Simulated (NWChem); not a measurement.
The system is SiTe.

```xyz
2
Lattice="3.7680 0.0000 0.0000 0.0000 3.7680 0.0000 0.0000 0.0000 3.7680" Properties=species:S:1:pos:R:3 pbc="T T T"
Si    0.0000    0.0000    0.0000
Te   -1.8840   -1.8840   -1.8840
```

The cell was built by a generator and needn't be a form met in nature.

```yaml
Program: NWChem 7.3.0
Task: single point
Functional: PBE
Potentials_or_basis: NWChem's default library (pspw_default)
Cutoff: 544 eV
Density_cutoff: 1088 eV
k_mesh: 7 × 7 × 7
Occupations: fermi-dirac, width 0.05 eV
Spin: no spin polarisation
```

On this cell: pressure -11.5 GPa.

The same run follows on a disturbed copy (cell strained along its third axis by +1 %):

```
Si Te
1.0
     3.76795    0.00000    0.00000
     0.00000    3.76795    0.00000
     0.00000    0.00000    3.80563
Si Te
1 1
Direct
  0.00000 0.00000 0.00000
  0.50000 0.50000 0.50000
```

Task: What changes?

Result: The energy moves by +19.4 meV/atom; pressure -11.5 GPa.

Stress tensor (GPa, compression positive):
```
-11.49   0.00   0.00
  0.00 -11.49   0.00
  0.00   0.00 -11.62
```

Caveats: potentials of this library can shift pressures by several GPa and gaps by up to half an eV, enough to turn an indirect gap into a direct one.
